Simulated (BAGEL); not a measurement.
# CH5O2Si (SMILES [O]CO[SiH3]): ROHF/6-31G(d) (density fitting with qzvpp-jkfit, spherical functions)

Aim: the energy change on altering one bond length of CH5O2Si at ROHF/6-31G* (density fitting with qzvpp-jkfit, spherical functions), from 2 runs. 

The results are computed with BAGEL 1.2.2.

1 further run of the same task is left out (set aside as unsound or not needed).

## Step 1: Starting point

CH5O2Si has 9 atoms, charge 0, and is taken as a doublet. As SMILES, `[O]CO[SiH3]`. The coordinates come from a GFN2-xTB relaxation. This is one conformer, not always the lowest.

Bond lengths: O1–C2 1.282 Å, C2–O3 1.378 Å, O3–Si4 1.649 Å, C2–H5 1.126 Å, C2–H6 1.126 Å, Si4–H7 1.462 Å, Si4–H8 1.461 Å, Si4–H9 1.456 Å. Some angles: O1–C2–O3 116.7°, C2–O3–Si4 116.1°, O1–C2–H5 112.3°, O1–C2–H6 112.4°, O3–C2–H5 106.7°, O3–C2–H6 106.7°, O3–Si4–H7 109.7°, O3–Si4–H8 109.8°, O3–Si4–H9 97.9°, H5–C2–H6 100.5°.

## Step 2: A single-point energy at ROHF/6-31G(d) (density fitting with qzvpp-jkfit, spherical functions)

Input file job.json:

```json
{ "bagel": [

{
  "title": "molecule",
  "basis": "6-31gs.json",
  "df_basis": "qzvpp-jkfit",
  "angstrom": true,
  "geometry": [
    { "atom": "O", "xyz": [    1.126120,   -0.488210,   -1.093340 ] },
    { "atom": "C", "xyz": [    1.192690,    0.400470,   -0.171550 ] },
    { "atom": "O", "xyz": [    0.063160,    0.583490,    0.595580 ] },
    { "atom": "Si", "xyz": [   -1.230350,   -0.370060,    0.223870 ] },
    { "atom": "H", "xyz": [    1.478790,    1.412470,   -0.572950 ] },
    { "atom": "H", "xyz": [    2.043280,    0.215510,    0.542560 ] },
    { "atom": "H", "xyz": [   -1.653380,   -0.111270,   -1.151540 ] },
    { "atom": "H", "xyz": [   -0.872830,   -1.776780,    0.391850 ] },
    { "atom": "H", "xyz": [   -2.147480,    0.134380,    1.235530 ] }
  ]
},
{ "title": "rohf", "nopen": 1 },
{ "title": "print", "file": "orbitals.molden", "orbitals": true }

]}
```

The basis set 6-31G* is read from a file made from the Basis Set Exchange's data (not shown).

Launch:

```
$ BAGEL_NUM_THREADS=1 BAGEL job.json > job.out
```

The program printed:

```text
* using 1 threads per process

  ===============================================================
  ===============================================================

  *** Geometry ***

  { "atom" : "O", "xyz" : [      2.128058,     -0.922583,     -2.066113 ] },
  { "atom" : "C", "xyz" : [      2.253857,      0.756779,     -0.324183 ] },
  { "atom" : "O", "xyz" : [      0.119355,      1.102636,      1.125483 ] },
  { "atom" : "Si", "xyz" : [     -2.325025,     -0.699312,      0.423053 ] },
  { "atom" : "H", "xyz" : [      2.794508,      2.669181,     -1.082719 ] },
  { "atom" : "H", "xyz" : [      3.861240,      0.407255,      1.025290 ] },
  { "atom" : "H", "xyz" : [     -3.124435,     -0.210270,     -2.176095 ] },
  { "atom" : "H", "xyz" : [     -1.649410,     -3.357628,      0.740489 ] },
  { "atom" : "H", "xyz" : [     -4.058149,      0.253941,      2.334813 ] },

  Number of auxiliary basis functions:      447

  Since a DF basis is specified, we compute 2- and 3-index integrals:
    o Being stored without compression. Storage requirement is 0.018 GB

  Number of basis functions:       70
  Number of electrons      :       41

    * METHOD: MOLECULE                             0.17

  *** Open-shell HF ***

  === Nuclear Repulsion ===
   175.9856887652

      * DIIS with orbital gradients will be used.

  === ROHF iteration (6-31gs.json) ===
      0       -479.04733058          0.04863360           0.09
      1       -479.21814438          0.03607957           0.08
      2       -479.29020107          0.02382624           0.09
      3       -479.35472411          0.00533070           0.08
      4       -479.36432996          0.00365510           0.09
      5       -479.37420128          0.00188456           0.09
      6       -479.37713353          0.00044762           0.09
      7       -479.37818358          0.00020887           0.09
      8       -479.37807046          0.00011391           0.09
      9       -479.37814518          0.00002104           0.09
     10       -479.37812307          0.00000565           0.09
     11       -479.37812887          0.00000177           0.09
     12       -479.37812969          0.00000066           0.09
     13       -479.37813004          0.00000049           0.09
     14       -479.37812997          0.00000044           0.09
     15       -479.37812993          0.00000042           0.09
     16       -479.37812990          0.00000032           0.09
     17       -479.37812996          0.00000019           0.08
     18       -479.37812996          0.00000011           0.09
     19       -479.37812995          0.00000008           0.09
     20       -479.37812994          0.00000004           0.09
     21       -479.37812995          0.00000002           0.08
     22       -479.37812994          0.00000001           0.09
     23       -479.37812994          0.00000001           0.08
    * SCF iteration converged.

    * S^2 (ROHF) is 0.7500

    * Permanent dipole moment:
           (   -0.219076,    -0.055515,     0.050345) a.u.

    * METHOD: ROHF                                 2.18

    * METHOD: PRINT                                0.01

  ===============================================================
```

Wall time 2.5 s (1 thread of Arm Neoverse V2, shared host); peak memory 0.094 GiB.

## Step 3: The distorted shape at the same level

Input file hf.json:

```json
{ "bagel": [

{
  "title": "molecule",
  "basis": "6-31gs.json",
  "df_basis": "qzvpp-jkfit",
  "angstrom": true,
  "geometry": [
    { "atom": "O", "xyz": [    0.105409,   -0.266257,   -1.950275 ] },
    { "atom": "C", "xyz": [    0.171979,    0.622423,   -1.028485 ] },
    { "atom": "O", "xyz": [   -0.957551,    0.805443,   -0.261355 ] },
    { "atom": "Si", "xyz": [   -2.251061,   -0.148107,   -0.633065 ] },
    { "atom": "H", "xyz": [    0.458079,    1.634423,   -1.429885 ] },
    { "atom": "H", "xyz": [    2.043280,    0.215510,    0.542560 ] },
    { "atom": "H", "xyz": [   -2.674091,    0.110683,   -2.008475 ] },
    { "atom": "H", "xyz": [   -1.893541,   -1.554827,   -0.465085 ] },
    { "atom": "H", "xyz": [   -3.168191,    0.356333,    0.378595 ] }
  ]
},
{
  "title": "rohf",
  "nopen": 1
},
{
  "title": "print",
  "file": "orbitals.molden",
  "orbitals": true
}

]}
```

The basis set 6-31G* is read from a file made from the Basis Set Exchange's data (not shown).

Launch:

```
$ BAGEL_NUM_THREADS=1 BAGEL hf.json > hf.out
```

The program printed:

```text
* using 1 threads per process

  ===============================================================
  ===============================================================

  *** Geometry ***

  { "atom" : "O", "xyz" : [      0.199194,     -0.503153,     -3.685486 ] },
  { "atom" : "C", "xyz" : [      0.324993,      1.176209,     -1.943555 ] },
  { "atom" : "O", "xyz" : [     -1.809509,      1.522067,     -0.493889 ] },
  { "atom" : "Si", "xyz" : [     -4.253889,     -0.279882,     -1.196319 ] },
  { "atom" : "H", "xyz" : [      0.865644,      3.088612,     -2.702091 ] },
  { "atom" : "H", "xyz" : [      3.861240,      0.407255,      1.025290 ] },
  { "atom" : "H", "xyz" : [     -5.053300,      0.209161,     -3.795468 ] },
  { "atom" : "H", "xyz" : [     -3.578274,     -2.938197,     -0.878883 ] },
  { "atom" : "H", "xyz" : [     -5.987013,      0.673372,      0.715441 ] },

  Number of auxiliary basis functions:      447

  Since a DF basis is specified, we compute 2- and 3-index integrals:
    o Being stored without compression. Storage requirement is 0.018 GB

  Number of basis functions:       70
  Number of electrons      :       41

    * METHOD: MOLECULE                             0.17

  *** Open-shell HF ***

  === Nuclear Repulsion ===
   172.1301094180

      * DIIS with orbital gradients will be used.

  === ROHF iteration (6-31gs.json) ===
      0       -478.96380000          0.05277548           0.09
      1       -479.13512792          0.04409535           0.09
      2       -479.20211179          0.03463578           0.09
      3       -479.29844934          0.00265518           0.09
      4       -479.29969669          0.00144509           0.09
      5       -479.30010987          0.00040047           0.09
      6       -479.30016662          0.00018339           0.09
      7       -479.30018179          0.00009867           0.09
      8       -479.30018665          0.00002405           0.09
      9       -479.30018674          0.00001337           0.09
     10       -479.30018666          0.00000807           0.09
     11       -479.30018666          0.00000361           0.09
     12       -479.30018665          0.00000161           0.09
     13       -479.30018667          0.00000069           0.09
     14       -479.30018668          0.00000030           0.09
     15       -479.30018668          0.00000018           0.08
     16       -479.30018668          0.00000007           0.09
     17       -479.30018668          0.00000004           0.08
     18       -479.30018668          0.00000002           0.09
     19       -479.30018668          0.00000001           0.08
     20       -479.30018668          0.00000001           0.09
    * SCF iteration converged.

    * S^2 (ROHF) is 0.7500

    * Permanent dipole moment:
           (    0.096212,    -0.492045,    -0.338782) a.u.

    * METHOD: ROHF                                 1.93

    * METHOD: PRINT                                0.01

  ===============================================================
```

Wall time 2.3 s (1 thread of Arm Neoverse V2, shared host); peak memory 0.094 GiB.

## Step 4: Results

Level: ROHF/6-31G* (density fitting with qzvpp-jkfit, spherical functions).

| quantity | value |
| --- | --- |
| first shape: total energy | -479.37813 Eh |
| first shape: dipole moment | 0.59 D |
| first shape: ⟨S²⟩ | 0.750 |
| distorted shape: total energy | -479.30019 Eh |
| distorted shape: dipole moment | 1.54 D |
| distorted shape: ⟨S²⟩ | 0.750 |
| energy change with the C2–H6 bond stretched from 1.126 to 2.477 Å | 2.121 eV |

With the C2–H6 bond stretched from 1.126 to 2.477 Å the energy rises by 2.12 eV (205 kJ/mol). The first shape isn't relaxed at this level, so the change isn't measured from a minimum.
